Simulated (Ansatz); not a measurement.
# LuSeBr: the cost of one run

Program: Ansatz 0.2.0. Level of theory: DFT PBE, scalar-relativistic, plane waves, PAW. These are calculated values, not measurements.

## Step 1: The system as given

The structure is hexagonal, space group P-6m2 (No. 187). Conventional cell: a = 4.524 Å, b = 4.524 Å, c = 5.532 Å, α = 90.00°, β = 90.00°, γ = 120.00°. Around Lu (site symmetry -6m2) lie 3 Br at 2.61 Å. Around Se (site symmetry -6m2) lie 6 Lu at 3.80 Å and 6 Br at 3.80 Å. Br (site symmetry -6m2) is surrounded by 3 Lu at 2.61 Å.

As a file:

```xyz
3
Lattice="4.5237 0.0000 0.0000 -2.2618 3.9176 0.0000 0.0000 0.0000 5.5317" Properties=species:S:1:pos:R:3 pbc="T T T"
Lu    2.2618    1.3059    2.7659
Se    0.0000    0.0000    0.0000
Br    0.0000    2.6118    2.7659
```

The cell is invented: species swapped into a database cell of BaGaSi (P-6m2, No. 187), with Se on the Ba sites, Br on the Ga sites and Lu on the Si sites. Lengths come from tabulated atomic sizes and are only a guess.

## Step 2: A first look at the guess

File input.yaml:

```yaml
crystal:
  lattice:
    - [4.52369004, 0.0, 0.0]
    - [-2.26184502, 3.9176305, 0.0]
    - [0.0, 0.0, 5.53173675]
  atoms:
    - { symbol: Lu, position: [0.66666667, 0.33333333, 0.5] }
    - { symbol: Se, position: [0.0, 0.0, 0.0] }
    - { symbol: Br, position: [0.33333333, 0.66666667, 0.5] }
basis:
  ecutwfc: 420
kpoints:
  mp_grid: { grid: [6, 6, 4] }
hamiltonian:
  xc: pbe
scf:
  occupations: { method: gaussian, width: 0.1 }
  lower_state_search: "off"
output:
  forces: true
  stress: true
  eigenvalues: true
```

Command:

```bash
ansatz run input.yaml --threads 1 --pin off --max-ram 2048MiB --backend cpu --events-out ev --progress --plain --runs-dir out
```

Q: Estimate wall time and peak memory on 1 thread of Arm Neoverse V1, shared host.

About 7.3 s, with a peak of 0.35 GiB.
